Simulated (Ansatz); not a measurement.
# C2H9NSi2: rotation by 120° about the Si4–Si5 bond, part 2 of 2

Aim: the minimum-energy path and barrier of the rotation by 120° about the Si4–Si5 bond. The ends are relaxed first, then joined by a nudged elastic band. SMILES of the start: N=CC[SiH2][SiH3].

Ansatz 0.2.0; RKS PBE0/def2-SVP. Earlier steps stand in the parts before.

## (5) The log goes on: band between the two ends

Output, continued, cut to the lines that bear on the results:

```text
reference -19446.48546261 eV, -714.6451594497 hartree; 28, 28 occupied and 95, 95 virtual orbitals, 1340 factors
NEB end point (image 0): max|allowed force component| = 1.057e-2 eV/Å (the criterion of neb.relax_end_points is 1.000e-2)
NEB end point (image 10): max|allowed force component| = 7.824e-3 eV/Å (the criterion of neb.relax_end_points is 1.000e-2)
1340 factors; integrals over basis functions are off by at most 3.0e-4 eV
mean field -19446.22445840 eV, -714.6355677217 hartree, gradient 2.1e-5 eV, S^2 0.000000; 0 other end points of the search recorded, 0 dependent functions left out
[...]
reference -19446.22448843 eV, -714.6355688256 hartree; 28, 28 occupied and 95, 95 virtual orbitals, 1340 factors
1340 factors; integrals over basis functions are off by at most 3.0e-4 eV
[...]
Atom 5 at    -1.439133     0.884771     1.888807 Å, force    -0.000124     0.004976    -0.000006 eV/Å
Atom 6 at     1.377512     0.325142     2.135605 Å, force     0.000336     0.001818     0.000216 eV/Å
Atom 7 at    -1.037465    -1.222097     0.954567 Å, force    -0.000451     0.000662     0.000901 eV/Å
Atom 8 at     0.557423    -1.888033     1.402591 Å, force     0.000045     0.001191     0.002061 eV/Å
Atom 9 at     2.147080    -0.477803    -0.746553 Å, force    -0.000090     0.001894    -0.000168 eV/Å
Atom 10 at     0.507198    -2.080186    -1.527222 Å, force     0.001088    -0.000430    -0.000580 eV/Å
Atom 11 at    -1.382486     1.646721    -0.942698 Å, force     0.000778     0.000506     0.000679 eV/Å
Atom 12 at    -1.304538     0.385383    -3.013495 Å, force    -0.000770    -0.001171    -0.000351 eV/Å
Atom 13 at     0.479599     1.942934    -2.475074 Å, force    -0.000394     0.000330    -0.000883 eV/Å
Dipole moment:    -0.030337    -0.437904    -0.199103 e Å
this run last wrote the band of iteration 13 to <dir>
```

Run time: 7.3 min. Hardware: 2 threads of Arm Neoverse V1, shared host; peak memory 0.3 GiB.

## (6) Images and barrier

Images 0 and 10 are the ends. Energies count from image 0; the path length is the program's own measure over all atoms.

| image | path (Å) | energy (eV) | dihedral C3–Si4–Si5–H14 (°) | band force (eV/Å) |
| --- | --- | --- | --- | --- |
| 0 | 0.000 | 0.0000 | -172 | - |
| 1 | 0.510 | 0.0021 | 178 | 0.007 |
| 2 | 1.021 | 0.0088 | 166 | 0.014 |
| 3 | 1.531 | 0.0196 | 154 | 0.017 |
| 4 | 2.041 | 0.0306 | 140 | 0.021 |
| 5* | 2.551 | 0.0359 | 127 | 0.010 |
| 6 | 3.015 | 0.0326 | 114 | 0.026 |
| 7 | 3.479 | 0.0225 | 102 | 0.024 |
| 8 | 3.943 | 0.0105 | 90 | 0.026 |
| 9 | 4.407 | 0.0022 | 78 | 0.009 |
| 10 | 4.871 | 0.0000 | 67 | - |

The star marks the climbing image.

image, energy (eV) and a bar:
```
        0      0.000 
        1      0.002 ##
        2      0.009 #######
        3      0.020 ################
        4      0.031 ##########################
        5      0.036 ##############################
        6      0.033 ###########################
        7      0.023 ###################
        8      0.010 #########
        9      0.002 ##
       10      0.000
```

The top of the band by iteration:

```csv
iteration,highest image above image 0 (eV),largest band force (eV/Å)
1,1.0802,4.799
2,0.1717,1.397
3,0.0787,0.414
4,0.0471,0.377
5,0.0398,0.107
6,0.0389,0.077
7,0.0376,0.047
8,0.0374,0.102
9,0.0367,0.124
10,0.0365,0.095
11,0.0362,0.062
12,0.0361,0.043
13,0.0359,0.026
```

Positions of all images (Å):

```xyz
14
image=0 dE=0.0000
N    -0.813    0.938    2.158
C     0.130    0.149    1.844
C     0.077   -1.052    0.954
Si    0.805   -0.703   -0.777
Si   -0.381    1.018   -1.849
H    -1.695    0.627    1.730
H     1.132    0.388    2.248
H    -0.962   -1.401    0.823
H     0.663   -1.881    1.386
H     2.245   -0.319   -0.642
H     0.732   -1.961   -1.586
H    -0.175    2.320   -1.146
H    -1.843    0.695   -1.845
H     0.072    1.152   -3.268
14
image=1 dE=0.0021
N    -0.712    0.970    2.213
C     0.181    0.139    1.866
C     0.049   -1.039    0.952
Si    0.787   -0.698   -0.776
Si   -0.411    0.991   -1.884
H    -1.615    0.720    1.792
H     1.200    0.311    2.260
H    -1.008   -1.328    0.829
H     0.594   -1.907    1.363
H     2.220   -0.291   -0.625
H     0.742   -1.963   -1.575
H    -0.423    2.247   -1.074
H    -1.825    0.546   -2.098
H     0.207    1.273   -3.215
14
image=2 dE=0.0088
N    -0.632    1.001    2.241
C     0.223    0.140    1.873
C     0.033   -1.029    0.957
Si    0.765   -0.706   -0.778
Si   -0.434    0.971   -1.904
H    -1.552    0.787    1.836
H     1.255    0.273    2.247
H    -1.037   -1.279    0.850
H     0.552   -1.917    1.356
H     2.197   -0.296   -0.627
H     0.724   -1.979   -1.565
H    -0.681    2.133   -0.996
H    -1.755    0.432   -2.359
H     0.328    1.440   -3.101
14
image=3 dE=0.0196
N    -0.574    1.031    2.248
C     0.258    0.153    1.866
C     0.027   -1.020    0.966
Si    0.740   -0.727   -0.782
Si   -0.451    0.959   -1.912
H    -1.506    0.829    1.865
H     1.301    0.271    2.215
H    -1.049   -1.250    0.880
H     0.536   -1.914    1.365
H     2.178   -0.334   -0.650
H     0.676   -2.007   -1.555
H    -0.932    1.987   -0.939
H    -1.637    0.369   -2.607
H     0.418    1.624   -2.930
14
image=4 dE=0.0306
N    -0.531    1.062    2.240
C     0.289    0.173    1.855
C     0.032   -1.012    0.978
Si    0.714   -0.754   -0.788
Si   -0.463    0.952   -1.910
H    -1.471    0.859    1.879
H     1.340    0.294    2.176
H    -1.047   -1.234    0.915
H     0.541   -1.904    1.381
H     2.164   -0.399   -0.692
H     0.601   -2.042   -1.542
H    -1.167    1.822   -0.918
H    -1.483    0.356   -2.828
H     0.468    1.798   -2.716
14
image=5 dE=0.0359
N    -0.490    1.098    2.221
C     0.320    0.200    1.837
C     0.043   -1.002    0.991
Si    0.683   -0.787   -0.795
Si   -0.474    0.945   -1.902
H    -1.439    0.885    1.889
H     1.378    0.325    2.136
H    -1.037   -1.222    0.955
H     0.557   -1.888    1.403
H     2.147   -0.478   -0.747
H     0.507   -2.080   -1.527
H    -1.382    1.647   -0.943
H    -1.305    0.385   -3.013
H     0.480    1.943   -2.475
14
image=6 dE=0.0326
N    -0.495    1.113    2.186
C     0.322    0.211    1.828
C     0.056   -1.006    0.999
Si    0.675   -0.801   -0.796
Si   -0.474    0.948   -1.885
H    -1.439    0.894    1.846
H     1.377    0.346    2.131
H    -1.022   -1.238    0.970
H     0.583   -1.881    1.416
H     2.144   -0.512   -0.773
H     0.469   -2.093   -1.522
H    -1.566    1.467   -1.003
H    -1.093    0.450   -3.153
H     0.450    2.073   -2.215
14
image=7 dE=0.0225
N    -0.516    1.121    2.156
C     0.316    0.225    1.815
C     0.071   -1.007    1.004
Si    0.668   -0.815   -0.799
Si   -0.467    0.953   -1.867
H    -1.457    0.880    1.819
H     1.367    0.384    2.118
H    -1.003   -1.260    0.983
H     0.617   -1.867    1.430
H     2.142   -0.552   -0.805
H     0.425   -2.105   -1.519
H    -1.712    1.289   -1.109
H    -0.856    0.553   -3.254
H     0.392    2.172   -1.944
14
image=8 dE=0.0105
N    -0.538    1.127    2.128
C     0.309    0.240    1.800
C     0.082   -1.009    1.008
Si    0.664   -0.828   -0.802
Si   -0.458    0.958   -1.849
H    -1.474    0.863    1.796
H     1.358    0.419    2.100
H    -0.988   -1.278    0.993
H     0.641   -1.855    1.443
H     2.142   -0.588   -0.830
H     0.389   -2.113   -1.519
H    -1.823    1.112   -1.254
H    -0.609    0.684   -3.311
H     0.292    2.238   -1.674
14
image=9 dE=0.0022
N    -0.542    1.129    2.123
C     0.309    0.247    1.793
C     0.084   -1.007    1.009
Si    0.658   -0.834   -0.804
Si   -0.453    0.957   -1.845
H    -1.479    0.858    1.802
H     1.358    0.435    2.086
H    -0.985   -1.280    1.000
H     0.648   -1.847    1.447
H     2.138   -0.606   -0.841
H     0.367   -2.116   -1.520
H    -1.899    0.943   -1.457
H    -0.360    0.828   -3.332
H     0.143    2.264   -1.434
14
image=10 dE=0.0000
N    -0.503    1.131    2.159
C     0.325    0.235    1.810
C     0.069   -1.001    1.006
Si    0.655   -0.822   -0.802
Si   -0.463    0.949   -1.866
H    -1.448    0.888    1.835
H     1.379    0.392    2.105
H    -1.006   -1.248    0.994
H     0.613   -1.860    1.435
H     2.132   -0.578   -0.825
H     0.384   -2.108   -1.519
H    -1.942    0.778   -1.702
H    -0.144    0.954   -3.327
H    -0.063    2.261   -1.274
```

## (7) Frequencies at the highest image

The geometry is the highest inner image of the first converged band.

Contents of input.yaml:

```yaml
crystal:
  periodic: [false, false, false]
  atoms:
    - { symbol: "N", position_ang: [-0.490215, 1.097666, 2.221385] }
    - { symbol: C, position_ang: [0.320036, 0.200048, 1.837271] }
    - { symbol: C, position_ang: [0.042903, -1.002383, 0.991495] }
    - { symbol: Si, position_ang: [0.683234, -0.786547, -0.795304] }
    - { symbol: Si, position_ang: [-0.474248, 0.945082, -1.902373] }
    - { symbol: H, position_ang: [-1.439133, 0.884771, 1.888807] }
    - { symbol: H, position_ang: [1.377512, 0.325142, 2.135605] }
    - { symbol: H, position_ang: [-1.037465, -1.222097, 0.954567] }
    - { symbol: H, position_ang: [0.557423, -1.888033, 1.402591] }
    - { symbol: H, position_ang: [2.14708, -0.477803, -0.746553] }
    - { symbol: H, position_ang: [0.507198, -2.080186, -1.527222] }
    - { symbol: H, position_ang: [-1.382486, 1.646721, -0.942698] }
    - { symbol: H, position_ang: [-1.304538, 0.385383, -3.013495] }
    - { symbol: H, position_ang: [0.479599, 1.942934, -2.475074] }
basis:
  gaussian: { orbitals: def2-SVP }
hamiltonian:
  xc: pbe0
phonons: {}
```

Launch:

```console
> ansatz run input.yaml --threads 2 --pin off --max-ram 3072MiB --backend cpu --events-out ev --progress --plain --runs-dir out
```

What it wrote, cut to the lines that bear on the results:

```text
Warning: RAYON_NUM_THREADS=2 ignored (pool sized by the plan → 2); use --threads N
[...]
Functional definition: PBE0
[...]
1340 factors; integrals over basis functions are off by at most 3.5e-4 eV
[...]
mean field -19446.44951457 eV, -714.6438383835 hartree, gradient 4.5e-6 eV, S^2 0.000000; 0 other end points of the search recorded, 0 dependent functions left out
[...]
reference -19446.44954470 eV, -714.6438394908 hartree; 28, 28 occupied and 95, 95 virtual orbitals, 1340 factors
[...]
1340 factors; integrals over basis functions are off by at most 3.5e-4 eV
mean field -19446.44931063 eV, -714.6438308889 hartree, gradient 1.9e-6 eV, S^2 0.000000; 0 other end points of the search recorded, 0 dependent functions left out
[...]
reference -19446.44934076 eV, -714.6438319960 hartree; 28, 28 occupied and 95, 95 virtual orbitals, 1340 factors
[...]
1340 factors; integrals over basis functions are off by at most 3.5e-4 eV
[...]
WARN: phonons: modes at or below zero, which the zero-point energy, F, S and C_V leave out: 1, the lowest at -94.52 cm⁻¹. A minimum has none, and a first-order saddle one
[...]
Atom 6 at     1.377512     0.325142     2.135605 Å, force     0.000314     0.001877     0.000413 eV/Å
Atom 7 at    -1.037465    -1.222097     0.954567 Å, force    -0.000486     0.000765     0.000843 eV/Å
Atom 8 at     0.557423    -1.888033     1.402591 Å, force     0.000062     0.001205     0.002051 eV/Å
Atom 9 at     2.147080    -0.477803    -0.746553 Å, force    -0.000054     0.001909    -0.000194 eV/Å
Atom 10 at     0.507198    -2.080186    -1.527222 Å, force     0.001108    -0.000441    -0.000600 eV/Å
Atom 11 at    -1.382486     1.646721    -0.942698 Å, force     0.000786     0.000503     0.000622 eV/Å
Atom 12 at    -1.304538     0.385383    -3.013495 Å, force    -0.000765    -0.001155    -0.000333 eV/Å
Atom 13 at     0.479599     1.942934    -2.475074 Å, force    -0.000397     0.000330    -0.000889 eV/Å
Dipole moment:    -0.030336    -0.437905    -0.199103 e Å
Vibrations: -94.52 66.49 74.08 157.55 223.14 390.69 423.19 467.11 503.74 558.03 626.81 680.84 724.42 830.31 850.48 898.24 927.24 932.22 935.15 1014.35 1101.97 1144.07 1161.38 1275.71 1407.42 1421.19 1765.59 2215.38 2221.59 2223.60 2231.79 2237.90 3060.42 3080.91 3132.05 3456.71 cm⁻¹, [...]
```

It took 3.4 min on 2 threads of Arm Neoverse V1, shared host; peak memory 0.29 GiB.

Of 36 modes, 1 is imaginary by more than 30 cm⁻¹ (95i cm⁻¹).

## (8) Another band, settings changed

crystal.atoms is end A as relaxed above, and neb.final_atoms is end B, turned to lie on A. With 3 inner images the band has 5 in all. The start path is listed, through a guess of the saddle.

Contents of input.yaml:

```yaml
crystal:
  periodic: [false, false, false]
  atoms:
    - { symbol: "N", position_ang: [-0.812998, 0.937856, 2.157612] }
    - { symbol: C, position_ang: [0.130327, 0.149189, 1.844046] }
    - { symbol: C, position_ang: [0.076685, -1.051879, 0.953548] }
    - { symbol: Si, position_ang: [0.804812, -0.703492, -0.776876] }
    - { symbol: Si, position_ang: [-0.381263, 1.017782, -1.849096] }
    - { symbol: H, position_ang: [-1.694824, 0.627241, 1.729637] }
    - { symbol: H, position_ang: [1.131754, 0.387785, 2.248049] }
    - { symbol: H, position_ang: [-0.961907, -1.400591, 0.823005] }
    - { symbol: H, position_ang: [0.663225, -1.880788, 1.385627] }
    - { symbol: H, position_ang: [2.24536, -0.318518, -0.641663] }
    - { symbol: H, position_ang: [0.731839, -1.960608, -1.586363] }
    - { symbol: H, position_ang: [-0.175115, 2.319761, -1.146118] }
    - { symbol: H, position_ang: [-1.843236, 0.695018, -1.844553] }
    - { symbol: H, position_ang: [0.072241, 1.151943, -3.267854] }
basis:
  gaussian: { orbitals: def2-SVP }
hamiltonian:
  xc: pbe0
neb:
  order_check: false
  images: 3
  f_tol: 0.03
  max_iterations: 60
  climbing: true
  final_atoms:
    - { symbol: "N", position_ang: [-0.50332474, 1.1310646, 2.15880102] }
    - { symbol: C, position_ang: [0.32495407, 0.23528056, 1.80979791] }
    - { symbol: C, position_ang: [0.06939669, -1.00059845, 1.00645716] }
    - { symbol: Si, position_ang: [0.65498556, -0.82247359, -0.80217878] }
    - { symbol: Si, position_ang: [-0.46347931, 0.94876362, -1.86562032] }
    - { symbol: H, position_ang: [-1.44822099, 0.88801059, 1.8345247] }
    - { symbol: H, position_ang: [1.37903149, 0.39211515, 2.10490577] }
    - { symbol: H, position_ang: [-1.00564087, -1.2484834, 0.99434453] }
    - { symbol: H, position_ang: [0.61262858, -1.86037383, 1.43467856] }
    - { symbol: H, position_ang: [2.1318178, -0.57762097, -0.82493044] }
    - { symbol: H, position_ang: [0.38366912, -2.10808908, -1.51946348] }
    - { symbol: H, position_ang: [-1.94184276, 0.77803379, -1.70189222] }
    - { symbol: H, position_ang: [-0.14381929, 0.9542827, -3.3265582] }
    - { symbol: H, position_ang: [-0.06325535, 2.26078731, -1.2738652] }
  initial_path:
    images:
      - { positions_ang: [[-0.812998, 0.937856, 2.157612], [0.130327, 0.149189, 1.844046], [0.076685, -1.051879, 0.953548], [0.804812, -0.703492, -0.776876], [-0.381263, 1.017782, -1.849096], [-1.694824, 0.627241, 1.729637], [1.131754, 0.387785, 2.248049], [-0.961907, -1.400591, 0.823005], [0.663225, -1.880788, 1.385627], [2.24536, -0.318518, -0.641663], [0.731839, -1.960608, -1.586363], [-0.175115, 2.319761, -1.146118], [-1.843236, 0.695018, -1.844553], [0.072241, 1.151943, -3.267854]] }
      - { positions_ang: [[-0.69188802, 0.95094677, 2.21102095], [0.22302757, 0.20346887, 1.81245769], [0.04466549, -0.99819649, 0.93810126], [0.77559682, -0.75141058, -0.79880808], [-0.39376464, 0.97367513, -1.8696381], [-1.6207668, 0.65753222, 1.86013904], [1.26580773, 0.44829393, 2.12556773], [-0.97558953, -1.27336992, 0.87235739], [0.60642817, -1.8288768, 1.42420886], [2.19717788, -0.45080109, -0.70774171], [0.56854855, -2.02011989, -1.54651263], [-0.71660296, 1.98301029, -1.0021951], [-1.58911205, 0.55871065, -2.42074314], [0.29337178, 1.5178359, -2.86921315]] }
      - { positions_ang: [[-0.57077804, 0.96403754, 2.2644299], [0.31572814, 0.25774873, 1.78086937], [0.01264599, -0.94451397, 0.92265452], [0.74638165, -0.79932916, -0.82074016], [-0.40626629, 0.92956826, -1.89018021], [-1.54670959, 0.68782345, 1.99064107], [1.39986145, 0.50880285, 2.00308647], [-0.98927206, -1.14614885, 0.92170979], [0.54963135, -1.77696559, 1.46279073], [2.14899576, -0.58308417, -0.77382043], [0.4052581, -2.07963177, -1.50666226], [-1.25809092, 1.64625958, -0.8582722], [-1.3349881, 0.42240329, -2.99693329], [0.51450256, 1.8837288, -2.4705723]] }
      - { positions_ang: [[-0.53705139, 1.04755107, 2.21161546], [0.32034111, 0.24651465, 1.79533364], [0.04102134, -0.97255621, 0.96455584], [0.7006836, -0.81090138, -0.81145947], [-0.4348728, 0.93916594, -1.87790026], [-1.49746529, 0.78791702, 1.91258288], [1.38944647, 0.450459, 2.05399612], [-0.99745647, -1.19731612, 0.95802716], [0.58112996, -1.81866971, 1.44873464], [2.14040678, -0.58035257, -0.79937543], [0.39446361, -2.09386043, -1.51306287], [-1.59996684, 1.21214668, -1.28008221], [-0.73940369, 0.688343, -3.16174574], [0.22562361, 2.07225806, -1.87221875]] }
      - { positions_ang: [[-0.50332474, 1.1310646, 2.15880102], [0.32495407, 0.23528056, 1.80979791], [0.06939669, -1.00059845, 1.00645716], [0.65498556, -0.82247359, -0.80217878], [-0.46347931, 0.94876362, -1.86562032], [-1.44822099, 0.88801059, 1.8345247], [1.37903149, 0.39211515, 2.10490577], [-1.00564087, -1.2484834, 0.99434453], [0.61262858, -1.86037383, 1.43467856], [2.1318178, -0.57762097, -0.82493044], [0.38366912, -2.10808908, -1.51946348], [-1.94184276, 0.77803379, -1.70189222], [-0.14381929, 0.9542827, -3.3265582], [-0.06325535, 2.26078731, -1.2738652]] }
```

Launch:

```console
> ansatz run input.yaml --threads 2 --pin off --max-ram 3072MiB --backend cpu --events-out ev --progress --plain --runs-dir out
```

What it wrote, cut to the lines that bear on the results:

```text
Warning: RAYON_NUM_THREADS=2 ignored (pool sized by the plan → 2); use --threads N
[...]
Functional definition: PBE0
[...]
1340 factors; integrals over basis functions are off by at most 3.3e-4 eV
[...]
mean field -19446.48539280 eV, -714.6451568842 hartree, gradient 2.1e-5 eV, S^2 0.000000; 0 other end points of the search recorded, 0 dependent functions left out
[...]
reference -19446.48542315 eV, -714.6451579994 hartree; 28, 28 occupied and 95, 95 virtual orbitals, 1340 factors
1340 factors; integrals over basis functions are off by at most 5.2e-4 eV
[...]
mean field -19446.48543207 eV, -714.6451583273 hartree, gradient 2.1e-5 eV, S^2 0.000000; 0 other end points of the search recorded, 0 dependent functions left out
[...]
reference -19446.48546261 eV, -714.6451594497 hartree; 28, 28 occupied and 95, 95 virtual orbitals, 1340 factors
[...]
Atom 5 at    -1.429940     0.902667     1.867485 Å, force     0.002672    -0.006347    -0.013204 eV/Å
Atom 6 at     1.378832     0.310453     2.148407 Å, force     0.000122     0.012324     0.001675 eV/Å
Atom 7 at    -1.038587    -1.220121     0.954311 Å, force     0.001337    -0.000193    -0.001064 eV/Å
Atom 8 at     0.553708    -1.892525     1.402186 Å, force    -0.000343     0.000062     0.003398 eV/Å
Atom 9 at     2.145501    -0.472182    -0.746343 Å, force     0.001838    -0.004458     0.002622 eV/Å
Atom 10 at     0.512148    -2.081808    -1.527037 Å, force    -0.002259     0.004607    -0.002659 eV/Å
Atom 11 at    -1.395825     1.637101    -0.940094 Å, force     0.001189    -0.002479     0.001886 eV/Å
Atom 12 at    -1.298894     0.381303    -3.013324 Å, force    -0.005275     0.004908    -0.004947 eV/Å
Atom 13 at     0.470418     1.951695    -2.462957 Å, force     0.002019    -0.003590     0.001366 eV/Å
Dipole moment:    -0.031608    -0.438359    -0.196954 e Å
this run last wrote the band of iteration 12 to <dir>; this run last wrote the band within `neb.f_tol` of iteration 10 to <dir>
```

It took 2.2 min on 2 threads of Arm Neoverse V1, shared host; peak memory 0.3 GiB.

## (9) Images and barrier

The 3 inner images lie between the fixed ends 0 and 4. Energy is taken from image 0, and the path length is the program's own coordinate along the band.

| image | path (Å) | energy (eV) | dihedral C3–Si4–Si5–H14 (°) | band force (eV/Å) |
| --- | --- | --- | --- | --- |
| 0 | 0.000 | 0.0000 | -172 | - |
| 1 | 1.265 | 0.0142 | 160 | 0.026 |
| 2* | 2.530 | 0.0359 | 126 | 0.026 |
| 3 | 3.665 | 0.0165 | 96 | 0.015 |
| 4 | 4.800 | 0.0000 | 67 | - |

The star marks the climbing image.

image, energy (eV) and a bar:
```
        0      0.000 
        1      0.014 ############
        2      0.036 ##############################
        3      0.016 ##############
        4      0.000
```

## (10) Summary of results

This closing draws on all 2 parts.

| quantity | value |
| --- | --- |
| end A | 12 moves, 0.451 eV lower |
| end B | 14 moves, 0.440 eV lower |
| first band: barrier forwards | 0.036 eV |
| first band: barrier backwards | 0.036 eV |
| first band: second end relative to first | 0.000 eV |
| first band: highest image | 5 of 0 to 10, climbing |
| first band: band iterations | 13 |
| imaginary modes at the top | 95i cm⁻¹ |
| second band | top 0.036 eV above image 0, 12 iterations, 3 inner images |
| time, first and second band | 7.3 min and 2.2 min |

What this shows: In the first band: the barrier from the first end is 0.036 eV, 1.4 times kT at 300 K. The two ends lie within 1 meV of each other. The listed dihedral goes from -172° at end A through 127° at the highest image to 67° at end B. One imaginary mode, as a first-order saddle point has. The second band's top agrees with the first's to 1 meV, so the changed settings hardly move the height. These are electronic energies, with no zero-point or thermal terms.
